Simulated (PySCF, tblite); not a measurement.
# C₄H₈B₂FN: geometry, infrared bands and NMR shifts

Wanted: the infrared bands and NMR shifts of C₄H₈B₂FN (`BNBC1=C[C@@H](F)C1`), by calculation.

Computed with tblite 0.8.0 and PySCF 2.14.0, with density-fitted response routines of our own, on a single molecule in the gas phase. Atoms count from 0, in the outputs and in this text.

### Step 1. The starting structure

16 atoms, charge 0, multiplicity 1; geometry from: force field or distance geometry start.

Bonds of the start (Å): B0–N1 1.52, N1–B2 1.51, B2–C3 1.58, C3–C4 1.29, C4–C5 1.45, C5–F6 1.38, C5–C7 1.50, C7–C3 1.46, B0–H8 1.19, B0–H9 1.19, N1–H10 1.03, B2–H11 1.19, C4–H12 1.09, C5–H13 1.12, C7–H14 1.12, C7–H15 1.13.

### Step 2. Relaxing the molecule with GFN2-xTB

Job settings and geometry (Å):

```
{"job": {"kind": "relax", "xc": "GFN2-xTB", "basis": "xTB"}, "charge": 0, "multiplicity": 1}
B      3.011400     0.579500    -0.424800
N      2.067200    -0.584300    -0.680100
B      1.036900    -0.774300     0.410000
C     -0.472300    -0.359800     0.203900
C     -1.301200    -0.477300    -0.782500
C     -2.404300     0.139400    -0.070500
F     -3.501800    -0.666700     0.174300
C     -1.457700     0.271800     1.081000
H      4.180100     0.335900    -0.469300
H      2.642100     1.684300    -0.646400
H      1.667400    -0.585100    -1.634300
H      1.435500    -0.750500     1.532200
H     -1.194400    -0.881600    -1.786300
H     -2.718400     1.139900    -0.474400
H     -1.246200     1.317100     1.407900
H     -1.752000    -0.379400     1.950500
```

Launch:

```console
$ OMP_NUM_THREADS=1 python probes_run.py task.json out
```

The driver reads the jobs from task.json and runs them one after another.

Log:

```text
step      E/eV     max force
  0    -617.65612    4.525
  1    -618.02096    3.742
  2    -618.24941    1.135
  3    -618.36581    0.948
  4    -618.43216    0.798
  5    -618.47568    0.496
  6    -618.49926    0.431
  7    -618.52228    0.459
  8    -618.55095    0.484
  9    -618.58236    0.553
 10    -618.61839    0.680
 11    -618.66030    0.743
 12    -618.71278    0.670
 13    -618.77726    0.770
 14    -618.85416    0.589
 15    -618.93690    0.620
 16    -619.00815    0.635
 17    -619.06135    0.585
 18    -619.11094    0.903
 19    -619.14343    0.902
 20    -619.20449    0.420
 21    -619.23070    0.335
 22    -619.26719    0.383
 23    -619.28646    0.426
 24    -619.31149    0.408
 25    -619.33726    0.392
 26    -619.35821    0.301
 27    -619.37622    0.374
 28    -619.39494    0.338
 29    -619.40889    0.291
 30    -619.41937    0.287
 31    -619.42827    0.264
 32    -619.43559    0.213
 33    -619.44075    0.145
 34    -619.44314    0.112
 35    -619.44498    0.107
 36    -619.44738    0.121
 37    -619.44921    0.096
 38    -619.45038    0.069
 39    -619.45141    0.078
 40    -619.45299    0.109
 41    -619.45531    0.148
 42    -619.45801    0.124
 43    -619.46045    0.125
 44    -619.46255    0.109
 45    -619.46479    0.116
 46    -619.46753    0.141
 47    -619.47044    0.124
 48    -619.47335    0.154
 49    -619.47634    0.143
 50    -619.47936    0.145
 51    -619.48232    0.150
 52    -619.48506    0.157
 53    -619.48773    0.126
 54    -619.49052    0.137
 55    -619.49322    0.150
 56    -619.49549    0.125
 57    -619.49734    0.102
 58    -619.49887    0.096
 59    -619.49999    0.093
 60    -619.50095    0.134
 61    -619.50207    0.081
 62    -619.50422    0.083
 63    -619.50544    0.080
 64    -619.50690    0.076
 65    -619.50782    0.069
 66    -619.50879    0.077
 67    -619.50989    0.079
 68    -619.51090    0.058
 69    -619.51166    0.054
 70    -619.51219    0.058
 71    -619.51270    0.056
 72    -619.51335    0.061
 73    -619.51413    0.066
 74    -619.51483    0.069
 75    -619.51539    0.074
 76    -619.51585    0.063
 77    -619.51632    0.052
 78    -619.51682    0.061
 79    -619.51730    0.054
 80    -619.51770    0.052
 81    -619.51804    0.051
 82    -619.51839    0.052
 83    -619.51883    0.050
 84    -619.51938    0.061
 85    -619.52006    0.073
 86    -619.52088    0.071
 87    -619.52189    0.091
 88    -619.52298    0.085
 89    -619.52400    0.063
 90    -619.52475    0.062
 91    -619.52533    0.066
 92    -619.52581    0.057
 93    -619.52643    0.054
 94    -619.52717    0.061
 95    -619.52809    0.091
 96    -619.52900    0.072
 97    -619.52973    0.062
 98    -619.53020    0.043
 99    -619.53061    0.045
100    -619.53109    0.049
101    -619.53192    0.073
102    -619.53323    0.093
103    -619.53466    0.087
104    -619.53555    0.081
105    -619.53615    0.083
106    -619.53667    0.064
107    -619.53698    0.053
108    -619.53740    0.041
109    -619.53782    0.036
110    -619.53812    0.038
111    -619.53828    0.033
112    -619.53844    0.024
113    -619.53861    0.038
114    -619.53879    0.035
115    -619.53893    0.036
116    -619.53904    0.022
117    -619.53915    0.024
118    -619.53929    0.031
119    -619.53943    0.033
120    -619.53964    0.029
121    -619.53990    0.037
122    -619.54017    0.033
123    -619.54039    0.028
124    -619.54055    0.029
125    -619.54070    0.037
126    -619.54090    0.040
127    -619.54121    0.045
128    -619.54165    0.052
129    -619.54209    0.048
130    -619.54236    0.056
131    -619.54260    0.056
132    -619.54284    0.048
133    -619.54326    0.037
134    -619.54357    0.037
135    -619.54396    0.037
136    -619.54425    0.042
137    -619.54456    0.043
138    -619.54503    0.050
139    -619.54535    0.058
140    -619.54562    0.036
141    -619.54574    0.054
142    -619.54571    0.073
143    -619.54600    0.022
144    -619.54606    0.021
145    -619.54611    0.018
146    -619.54615    0.012
147    -619.54616    0.010
```

It took 2.7 s on 1 thread of Intel Xeon at 2.50GHz, shared host; peak memory 0.18 GiB.

The steps of the relaxation: (not every step is listed)

```
step  energy from step 0 (eV)  largest force (eV/Å)
   0                   0.0000                4.5247
   1                  -0.3648                3.7424
   2                  -0.5933                1.1346
   3                  -0.7097                0.9476
   4                  -0.7760                0.7983
   5                  -0.8196                0.4958
   6                  -0.8431                0.4315
   7                  -0.8662                0.4589
   8                  -0.8948                0.4842
  21                  -1.5746                0.3354
  34                  -1.7870                0.1121
  47                  -1.8143                0.1241
  60                  -1.8448                0.1339
  73                  -1.8580                0.0664
  86                  -1.8648                0.0713
  99                  -1.8745                0.0454
 112                  -1.8823                0.0239
 125                  -1.8846                0.0368
 138                  -1.8889                0.0499
 142                  -1.8896                0.0730
 143                  -1.8899                0.0225
 144                  -1.8899                0.0215
 145                  -1.8900                0.0185
 146                  -1.8900                0.0121
 147                  -1.8900                0.0099
```

Close pairs (by a distance rule), those that changed most:

```
  bond  before (Å)  after (Å)  change (Å)
 B0–N1       1.520      1.408      -0.112
 N1–B2       1.512      1.413      -0.099
 C3–C7       1.463      1.521      +0.058
 C3–C4       1.294      1.348      +0.054
 C4–C5       1.451      1.500      +0.049
 C5–C7       1.497      1.546      +0.049
C7–H15       1.125      1.087      -0.038
C5–H13       1.124      1.096      -0.028
```

The final coordinates are the input of the step that follows.

### Step 3. Infrared spectrum with GFN2-xTB

Job settings and geometry (Å):

```
{"job": {"kind": "ir", "xc": "GFN2-xTB", "basis": "xTB"}, "charge": 0, "multiplicity": 1}
B      3.322799     0.130573    -0.699456
N      1.917543     0.055454    -0.662626
B      1.060261     0.126134     0.458405
C     -0.471380     0.008373     0.245763
C     -1.282697    -0.092053    -0.825449
C     -2.546766    -0.066847    -0.018511
F     -3.370627    -1.163923    -0.126361
C     -1.632313    -0.039582     1.227360
H      3.909407     0.269983     0.301758
H      3.874479     0.054177    -1.730604
H      1.452572    -0.069124    -1.553050
H      1.516554     0.267915     1.525916
H     -1.137199    -0.148836    -1.889445
H     -3.186066     0.812103    -0.156377
H     -1.750011     0.820697     1.883424
H     -1.684156    -0.956102     1.810292
```

Log:

```text
mode    cm-1     km/mol
  1      38.2      1.54
  2      82.5      8.22
  3     105.9      2.39
  4     141.8      0.50
  5     294.9      1.20
  6     311.9      0.27
  7     333.8      1.12
  8     360.2      1.79
  9     409.5      6.88
 10     482.4      7.76
 11     685.7     20.65
 12     745.0    126.34
 13     794.0      1.23
 14     843.2     26.50
 15     862.0    174.34
 16     869.6     16.83
 17     891.8     12.34
 18     957.9      7.62
 19     994.4      1.76
 20    1009.8      5.19
 21    1023.7     48.73
 22    1058.7     17.27
 23    1080.1     16.34
 24    1092.2     46.01
 25    1147.7      3.41
 26    1182.1     13.31
 27    1196.8     26.11
 28    1223.2     14.99
 29    1259.8     34.18
 30    1272.5     28.08
 31    1291.2     62.30
 32    1408.6    672.95
 33    1443.1      4.18
 34    1623.1     62.17
 35    2619.9    173.88
 36    2651.7     58.08
 37    2667.6    208.22
 38    2914.9     41.83
 39    3004.9     37.18
 40    3023.8     18.25
 41    3113.7     38.03
 42    3409.3      4.22
```

Wall time 1.5 s (1 thread of Intel Xeon at 2.50GHz, shared host); peak memory 0.18 GiB.

The strongest bands and the atoms that carry them (share of the mass-weighted mode):

```
cm⁻¹  km/mol                                atoms
 745   126.3                    H11 43 %, B2 36 %
 862   174.3            H9 37 %, H8 34 %, B0 27 %
1291    62.3                    H13 58 %, C5 28 %
1409   673.0  N1 46 %, B2 20 %, H10 15 %, B0 13 %
1623    62.2                     C3 56 %, C4 39 %
2620   173.9                     H9 80 %, H8 15 %
2652    58.1                             H11 86 %
2668   208.2                     H8 73 %, H9 11 %
```

### Step 4. Nuclear shieldings: PBE0/pcSseg-1

Same as in step 3 but for these lines:

```diff
@@ -1,2 +1,2 @@
-{"job": {"kind": "ir", "xc": "GFN2-xTB", "basis": "xTB"}, "charge": 0, "multiplicity": 1}
+{"job": {"kind": "nmr", "xc": "PBE0", "basis": "pcSseg-1"}, "charge": 0, "multiplicity": 1}
 B      3.322799     0.130573    -0.699456
```

With the program's defaults for keys left out, this is: GIAO PBE0/pcSseg-1 NMR shielding, non-relativistic, gas phase.

Log:

```text
coarse grid: 13624 points
cycle   1  E = -360.9631778084  dE =  1.028e+00  |g| = 5.538e-01  |ddm| = 3.519e+00
cycle   2  E = -360.9335554103  dE =  2.962e-02  |g| = 7.253e-01  |ddm| = 9.133e-01
cycle   3  E = -361.0241474820  dE = -9.059e-02  |g| = 9.028e-02  |ddm| = 5.157e-01
cycle   4  E = -361.0256286019  dE = -1.481e-03  |g| = 4.277e-02  |ddm| = 9.395e-02
cycle   5  E = -361.0260446870  dE = -4.161e-04  |g| = 1.371e-02  |ddm| = 4.244e-02
cycle   6  E = -361.0260887652  dE = -4.408e-05  |g| = 4.454e-03  |ddm| = 1.497e-02
cycle   7  E = -361.0260934147  dE = -4.650e-06  |g| = 7.174e-04  |ddm| = 3.889e-03
final grid: 132824 points
cycle   8  E = -361.0765238061  dE = -4.731e-05  |g| = 9.035e-03  |ddm| = 3.298e-02
cycle   9  E = -361.0765111904  dE =  1.262e-05  |g| = 1.235e-02  |ddm| = 1.651e-02
cycle  10  E = -361.0765429686  dE = -3.178e-05  |g| = 1.136e-03  |ddm| = 8.739e-03
cycle  11  E = -361.0765432077  dE = -2.391e-07  |g| = 2.539e-04  |ddm| = 1.026e-03
cycle  12  E = -361.0765432188  dE = -1.102e-08  |g| = 5.785e-05  |ddm| = 2.121e-04
cycle  13  E = -361.0765432196  dE = -8.370e-10  |g| = 2.147e-05  |ddm| = 6.863e-05
converged SCF energy = -361.0765432196

GIAO shielding tensors (ppm)
atom      isotropic    diamagn.    paramagn.     s11        s22        s33       span
  0 B       49.248     192.861    -143.613      5.352     24.783    117.610    112.258
  1 N       80.759     323.244    -242.485    -80.320     74.296    248.303    328.623
  2 B       57.844     195.259    -137.415     23.172     40.425    109.936     86.764
  3 C       22.685     253.729    -231.044   -105.804     10.968    162.891    268.696
  4 C       27.472     254.419    -226.947    -82.522     18.071    146.867    229.389
  5 C       97.451     252.975    -155.524     63.735     82.802    145.815     82.080
  6 F      370.337     467.973     -97.636    351.445    373.396    386.171     34.726
  7 C      142.977     249.952    -106.975    131.852    140.200    156.881     25.029
  8 H       26.122      29.310      -3.188     23.750     26.816     27.801      4.051
  9 H       26.161      28.399      -2.239     24.230     26.714     27.538      3.308
 10 H       23.977      33.910      -9.933     20.628     24.211     27.092      6.464
 11 H       26.393      31.636      -5.244     25.339     25.665     28.174      2.835
 12 H       24.419      33.497      -9.078     22.896     24.450     25.911      3.015
 13 H       26.163      29.995      -3.832     22.711     26.227     29.551      6.840
 14 H       28.644      29.466      -0.822     25.712     27.334     32.885      7.173
 15 H       28.680      29.224      -0.544     26.262     27.577     32.200      5.938
```

It took 2.1 min on 1 thread of Intel Xeon at 2.50GHz, shared host; peak memory 0.78 GiB.

Shifts follow as δ = σ(reference) − σ, with reference shieldings (ppm) from runs at the same level and on the same kind of geometry: 1H TMS 31.72, 13C TMS 186.9, 19F CFCl3 170.9, 15N NH3 267.7, 11B BF3·OEt2 100.1. The references are single molecules in the gas phase, so shifts against H2O, NH3, PH3, H3PO4 or CFCl3 are not on the usual liquid scales and can be off by tens of ppm. Atoms listed in one row are averaged.

```
 atoms                                environment  σ (ppm)  δ (ppm)  δ scaled to CDCl3
    C3            fully substituted alkene carbon     22.7    164.2              158.4
    C4                                  alkene CH     27.5    159.5              153.7
    C5                 allylic sp3 CH bonded to F     97.5     89.5               85.4
    C7                            allylic sp3 CH2    143.0     43.9               41.0
   H10       hydrogen on a nitrogen bonded to 2 B    23.98     7.74                  –
   H12                   hydrogen on an alkene CH    24.42     7.30               6.99
H8, H9            hydrogen on a boron bonded to N    26.14     5.58                  –
   H13  hydrogen on an allylic sp3 CH bonded to F    26.16     5.55               5.34
   H11         hydrogen on a boron bonded to C, N    26.39     5.32                  –
   H14             hydrogen on an allylic sp3 CH2    28.64     3.07               3.00
   H15             hydrogen on an allylic sp3 CH2    28.68     3.04               2.97
    B0                     boron bonded to N, 2 H     49.2     50.8                  –
    B2                    boron bonded to C, N, H     57.8     42.2                  –
    N1                  nitrogen bonded to 2 B, H     80.8    187.0                  –
    F6                  fluorine on an sp3 carbon    370.3   -199.4                  –
```

The scaled column applies a straight-line fit of computed shieldings to shifts measured in CDCl3, and one for carbons that bear F (root-mean-square error 0.16 ppm for H, 1.9 ppm for C).

Charges from the same density, by scheme (e):

```
atoms  Mulliken    IAO  Hirshfeld  ESP fit
   B0      0.16   0.06       0.15     0.34
   N1     -0.49  -0.41      -0.20    -0.46
   B2      0.42   0.16       0.16     0.23
   C3     -0.34  -0.10      -0.06     0.11
   C4     -0.12  -0.14      -0.04    -0.37
   C5      0.21   0.18       0.06     0.47
   F6     -0.33  -0.32      -0.13    -0.28
   C7     -0.14  -0.28      -0.08    -0.46
```

Mayer bond orders: B0–N1 1.24, N1–B2 1.20, B2–C3 0.95, C3–C4 1.72, C4–C5 1.01, C5–F6 0.89, C5–C7 1.04, C7–C3 1.08.

Ring of atoms C3, C4, C5, C7: NICS(0) 2.9, NICS(1) -2.6, NICS(1)zz 1.5 ppm (means of both faces; NICS(1) differs between them: -4.0 and -1.2).

The fields below are evaluated on a grid from the run's orbitals.

Frontier orbitals at PBE0/pcSseg-1, with the share of their density that lies nearest to each atom:

```
orbital  energy (eV)                         lies on
   HOMO        -7.92  C3, C4 about 32 % each; N1 6 %
   LUMO        -2.06       B2 29 %; C4 20 %; C3 13 %
```

ELF in a plane through or near 12 of the atoms.

Values, 10 rows by 14 columns:
```
0.00 0.00 0.00 0.00 0.00 0.00 0.00 0.00 0.00 0.00 0.00 0.00 0.00 0.00
0.00 0.00 0.00 0.00 0.00 0.00 0.00 0.01 0.02 0.00 0.00 0.00 0.00 0.00
0.00 0.00 0.02 0.04 0.00 0.01 0.00 0.97 0.96 0.01 0.00 0.00 0.00 0.00
0.00 0.05 1.00 0.97 0.06 0.97 0.10 0.91 0.93 0.19 0.07 0.04 0.00 0.00
0.00 0.13 0.99 0.95 0.68 0.77 0.07 0.66 0.19 0.36 0.40 0.17 0.00 0.00
0.00 0.01 0.38 0.46 0.66 0.85 0.11 0.15 0.75 0.95 0.23 0.01 0.00 0.00
0.00 0.01 0.99 1.00 0.08 0.62 0.46 0.47 0.64 0.35 0.09 0.00 0.00 0.00
0.00 0.00 0.42 0.85 0.01 1.00 1.00 0.02 0.15 0.35 0.03 0.00 0.00 0.00
0.00 0.00 0.00 0.00 0.00 0.30 0.47 0.00 0.01 0.01 0.00 0.00 0.00 0.00
0.00 0.00 0.00 0.00 0.00 0.00 0.00 0.00 0.00 0.00 0.00 0.00 0.00 0.00
```
The map spans 13.4 Å across and 9.3 Å up, centred on the molecule. Atoms in the plane (x, y in Å): B0 (-3.4, 0.1), N1 (-2.0, 0.3), B2 (-1.0, -0.7), C3 (0.5, -0.2), C4 (1.1, 1.0), C5 (2.5, 0.5), C7 (1.8, -0.9), H8 (-3.8, -1.0), H9 (-4.1, 1.0), H10 (-1.7, 1.3), H11 (-1.2, -1.8), H12 (0.8, 2.1).

log10 of the density (e/Å³) in the same plane.

Ten even steps from ' ' (-4.0) to '@' (1.6):
```
                                                        
                                                        
                          ..::::::..                    
        ......          ..::--==--::....                
      ..::::::::....::::::--==++++--::::....            
    ..::--====----======--==**##**++==------::          
    ::--==++++====++**++====**####**++++====--::        
  ..::==++##********##**++++**##@@##******++==--        
  ..::==**####**######**++++**##%%######****==--..      
  ..::==++**##%%##@@@@##****########%%%%**++==--        
    ::--++**####**############%%########++==--::        
    ::--++**##********%%@@########@@##**++==::..        
    ::--++**##**++++**####******##@@##**==--..          
    ..::==++++++==++**##**++==++++****++==::..          
    ....----==----==++****==--====++++==--::            
        ..::::::::--======--::::--------::..            
          ........::------::....::::::::..              
                  ....::....    ........                
                                                        
                                                        
```
The map spans 13.4 Å across and 9.3 Å up, centred on the molecule. Atoms in the plane (x, y in Å): B0 (-3.4, 0.1), N1 (-2.0, 0.3), B2 (-1.0, -0.7), C3 (0.5, -0.2), C4 (1.1, 1.0), C5 (2.5, 0.5), C7 (1.8, -0.9), H8 (-3.8, -1.0), H9 (-4.1, 1.0), H10 (-1.7, 1.3), H11 (-1.2, -1.8), H12 (0.8, 2.1).

On the surface of density 0.002 e/bohr³ the electrostatic potential runs, from the 1st to the 99th percentile, from -1.02 V near F6 to 1.77 V near H10.

### Step 5. What came out

```
                                                              quantity                                         value
                             strongest single infrared mode (GFN2-xTB)                         1409 cm⁻¹, 673 km/mol
                                          zero-point energy (GFN2-xTB)                                 74.2 kcal/mol
                                13C shifts against TMS (PBE0/pcSseg-1)                  164.2, 159.5, 89.5, 43.9 ppm
1H shifts against TMS (PBE0/pcSseg-1, means over atoms taken as alike)  7.74, 7.30, 5.58, 5.55, 5.32, 3.07, 3.04 ppm
                           11B shifts against BF3·OEt2 (PBE0/pcSseg-1)                                50.8, 42.2 ppm
                                15N shifts against NH3 (PBE0/pcSseg-1)                                     187.0 ppm
                              19F shifts against CFCl3 (PBE0/pcSseg-1)                                    -199.4 ppm
                                 surface potential, 1st and 99th percentile                            -1.02 V and 1.77 V
```

Relaxing lowered the energy by 1.890 eV in 147 steps; the close pair that moved most is B0–N1, from 1.520 to 1.408 Å. No mode is imaginary among the 42: a minimum at this level. The strongest single mode, at 1409 cm⁻¹, is spread over several atoms, N1, B2, H10, B0 among them. GFN2-xTB is a fitted tight-binding method: band positions and strengths are rough. Its intensities can rank the bands wrongly. At PBE0/pcSseg-1: The widest tensor belongs to N1: span 329 ppm, with a paramagnetic part of -242 ppm. By nearest atom (PBE0/pcSseg-1), the HOMO sits on C3, C4 about 32 % each; N1 6 % and the LUMO on B2 29 %; C4 20 %.
